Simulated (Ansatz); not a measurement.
**C2H2F2Ge: up Jacob's ladder to CCSD(T)**

The task here is to estimate one member of a computed series from the others.

Method: functionals in def2-TZVPP, the program's frozen cores in correlated methods; program: Ansatz 0.2.0, Gaussian basis.

Levels to be run: LDA (SPW92), PBE-D4, revPBE-D4, BLYP-D4, r2SCAN-D4, B97M-V, PBE0-D4, B3LYP-D4, r2SCANh-D4, r2SCAN0-D4, HSE06-D4, BHLYP-D4, CAM-B3LYP-D4, LC-ωPBE, ωB97X-V, ωB97M-V, B2PLYP, PBE-QIDH; CCSD(T)/def2-SVP; CCSD(T)/def2-TZVPP; MP2/def2-QZVPP; extrapolation to the limit; RPA on PBE.

**The relaxed structure**

All runs share one geometry, relaxed beforehand with PBE0-D4 in a triple-zeta def2 set.

SMILES `C#[C][GeH]([F])[F]`, 7 atoms, charge 0, spin multiplicity 1.

Atoms are counted from 1 here; the program's logs count them from 0.

Bond lengths: C1–C2 1.203 Å, C1–H6 1.067 Å, C2–Ge3 1.878 Å, Ge3–F4 1.720 Å, Ge3–F5 1.720 Å, Ge3–H7 1.522 Å. Angles: C2–C1–H6 179.4°, C1–C2–Ge3 177.9°, C2–Ge3–F4 108.2°, C2–Ge3–F5 108.2°, C2–Ge3–H7 116.9°, F4–Ge3–F5 104.9°, F4–Ge3–H7 108.9°, F5–Ge3–H7 108.9°.

Coordinates:

```mol
C2H2F2Ge
  3D, bonds by distance, orders not assigned

  7  6  0  0  0  0  0  0  0  0999 V2000
   -0.0668   -0.6608    1.9190 C   0  0
   -0.0125   -0.2780    0.7793 C   0  0
    0.1376    0.3020   -1.0006 Ge  0  0
   -1.0263   -0.5445   -1.9421 F   0  0
   -0.3484    1.9501   -1.0719 F   0  0
   -0.1250   -0.9974    2.9294 H   0  0
    1.5025    0.1606   -1.6585 H   0  0
  1  2  8  0
  2  3  8  0
  3  4  8  0
  3  5  8  0
  1  6  8  0
  3  7  8  0
M  END
```

The first run:

File in.yaml:

```yaml
crystal:
  periodic: [false, false, false]
  atoms:
    - {symbol: C, position_ang: [-0.066788, -0.660776, 1.918954]}
    - {symbol: C, position_ang: [-0.012456, -0.278031, 0.779260]}
    - {symbol: Ge, position_ang: [0.137553, 0.302029, -1.000640]}
    - {symbol: F, position_ang: [-1.026269, -0.544545, -1.942056]}
    - {symbol: F, position_ang: [-0.348375, 1.950128, -1.071908]}
    - {symbol: H, position_ang: [-0.124977, -0.997400, 2.929414]}
    - {symbol: H, position_ang: [1.502512, 0.160594, -1.658526]}
basis:
  gaussian: {orbitals: def2-TZVPP}
hamiltonian: {xc: lda}
output: {orbitals: {seedname: orbitals}}
```

Run with:

```bash
> ansatz run in.yaml --threads 4 --pin off --events-out ev --progress --plain --max-ram 10444MiB
```

Among the steps run: LDA; PBE-D4 (GGA); revPBE-D4 (GGA); BLYP-D4 (GGA); r2SCAN-D4 (meta-GGA); B97M-V (meta-GGA); PBE0-D4 (hybrid); B3LYP-D4 (hybrid); r2SCANh-D4 (hybrid); r2SCAN0-D4 (hybrid); HSE06-D4 (hybrid); BHLYP-D4 (hybrid); CAM-B3LYP-D4 (range-separated); LC-ωPBE (range-separated); ωB97X-V (range-separated); ωB97M-V (range-separated); B2PLYP (double hybrid); PBE-QIDH (double hybrid).

One of the session's tables, all rows but one given; the rest of the session is left out.

It belongs to the step «Frontier levels by functional». 

```
  functional  HOMO (eV)  gap (eV)
 LDA (SPW92)      -8.07      5.90
      PBE-D4      -7.86      5.98
   revPBE-D4      -7.78      6.02
     BLYP-D4      -7.68      5.94
   r2SCAN-D4      -8.12      6.47
      B97M-V      -8.09      6.47
     PBE0-D4      -9.13      8.17
    B3LYP-D4      -8.86      7.67
  r2SCANh-D4      -8.60      7.28
  r2SCAN0-D4      -9.31      8.48
    HSE06-D4      -8.72      7.38
    BHLYP-D4     -10.21     10.24
CAM-B3LYP-D4     -10.51     10.63
     LC-ωPBE     -11.97     13.32
     ωB97X-V          ?         ?
     ωB97M-V     -11.40     12.50
```

**Question.** Estimate the row for ωB97X-V.

The run gave: HOMO (eV): -11.53; gap (eV): 12.77. In the column «HOMO (eV)» it lies between LC-ωPBE (-11.97) and ωB97M-V (-11.40).
